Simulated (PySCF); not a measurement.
# C5H13Al (AlEt2Me): the cost of one run

Programs: PySCF 2.14.0, with density-fitted response routines of our own. Each step states its level of theory. These are calculated values for one molecule in the gas phase, unless marked as measured. Atoms are numbered from 0 throughout.

## Step 1: The molecule as given

19 atoms, charge 0, multiplicity 1; geometry from: GFN2-xTB. The atoms were then displaced at random by about 0.03 Å, so the start is not that level's minimum.

Bonds of the start (Å): Al0–C1 1.93, Al0–C8 2.12, Al0–C15 1.92, C1–C2 1.50, C1–H3 1.16, C1–H4 1.12, C2–H5 1.14, C2–H6 1.08, C2–H7 1.05, C8–C9 1.56, C8–H10 1.06, C8–H11 1.06, C9–H12 1.16, C9–H13 1.07, C9–H14 1.12, C15–H16 1.12, C15–H17 1.12, C15–H18 1.13.

## Step 2: Optimising the geometry at PBE0-D3(BJ)/def2-SVP

What the job is given:

```
{"job": {"xc": "PBE0", "basis": "def2-SVP", "d3": "d3bj", "grid": 1, "maxiter": 40, "shake": 0.03, "kind": "geom"}, "charge": 0, "multiplicity": 1}
Al    -0.145430    -0.469480     0.015500
C      1.787120    -0.380810    -0.002820
C      2.357640    -0.346430     1.389380
H      2.286250     0.513080    -0.557950
H      2.202180    -1.262590    -0.556710
H      3.496640    -0.311210     1.367980
H      2.116750     0.537500     1.962340
H      2.158210    -1.199180     1.971010
C     -1.173020     1.389980     0.055370
C     -1.656990     1.787490    -1.373770
H     -0.547360     2.165600     0.415220
H     -2.026710     1.360990     0.682700
H     -2.266360     2.777200    -1.401640
H     -0.854490     1.908930    -2.063330
H     -2.332830     1.012670    -1.821480
C     -1.206040    -2.075920     0.015640
H     -1.387210    -2.457270    -1.025540
H     -2.211450    -2.022370     0.495240
H     -0.659680    -2.934730     0.517470
```

On the command line:

```
$ OMP_NUM_THREADS=1 python probes_run.py task.json out
```

This one command runs all jobs of the session in turn.

**Question.** How long does this first job take on 1 thread of Arm Neoverse V2, shared host, and how much memory does it need?

About 62 s, with a peak of 0.59 GiB.
